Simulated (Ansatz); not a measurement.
**CHFI radical (SMILES F[CH]I): one structure at several levels**

The task here is to estimate one member of a computed series from the others.

Computed with Ansatz 0.2.0, Gaussian basis. Level: single points in def2-TZVPP.

Correlated methods freeze the cores. Filled d shells of the heavier atoms are correlated. Core potentials replace the inner electrons past krypton, and spin-orbit coupling is left out. Orbitals are unrestricted.

## The system as given

SMILES `F[CH]I`, 4 atoms, charge 0, spin multiplicity 2.

Atoms are counted from 1 here; the program's logs count them from 0.

Bond lengths: F1–C2 1.388 Å, C2–I3 2.162 Å, C2–H4 1.174 Å. Angles: F1–C2–I3 118.9°, F1–C2–H4 119.2°, I3–C2–H4 121.8°.

Coordinates:

```
F    -0.1024   -1.2236    0.8194
C     0.1902   -0.0505    0.1370
I    -1.2985    0.7860   -1.1886
H     1.2105    0.4928    0.3417
```

Set-up of the first run:

Input file run/in.yaml:

```yaml
crystal:
  periodic: [false, false, false]
  atoms:
    - {symbol: F, position_ang: [-0.102400, -1.223600, 0.819400]}
    - {symbol: C, position_ang: [0.190200, -0.050500, 0.137000]}
    - {symbol: I, position_ang: [-1.298500, 0.786000, -1.188600]}
    - {symbol: H, position_ang: [1.210500, 0.492800, 0.341700]}
basis:
  gaussian: {orbitals: def2-TZVPP}
magnetization: {spin_polarized: true, initial_magnetization: 1}
correlation: {method: ccsd_t}
scf: {omitted_lower_state_checks: [cluster_reference]}
output: {forces: true}
```

No record of the launch command was kept for these runs.

Steps of the session up to this table: CCSD(T)/def2-TZVPP; PBE0-D4/def2-TZVPP; wB97M-V/def2-TZVPP; r2SCAN-D4/def2-TZVPP; PBE-D4/def2-TZVPP; r2SCANh-D4/def2-TZVPP; BHLYP-D4/def2-TZVPP.

One table of the session follows, with a row left open; its other results are not shown here.

| method | RMS force component (eV/Å) | angle to CCSD(T) forces (°) | dipole (D) |
| --- | --- | --- | --- |
| CCSD(T) | 1.167 | reference | 1.31 |
| PBE0-D4 | ? | ? | ? |
| wB97M-V | 1.229 | 3.2 | 1.28 |
| r2SCAN-D4 | 1.139 | 3.6 | 1.23 |
| PBE-D4 | 1.016 | 0.8 | 1.13 |
| r2SCANh-D4 | 1.207 | 5.4 | 1.27 |
| BHLYP-D4 | 1.365 | 7.6 | 1.44 |

Q: Estimate the row for PBE0-D4 from the others.

As computed: RMS force component (eV/Å): 1.242; angle to CCSD(T) forces (°): 7.6; dipole (D): 1.28. In the column «RMS force component (eV/Å)» it lies between wB97M-V (1.229) and BHLYP-D4 (1.365).
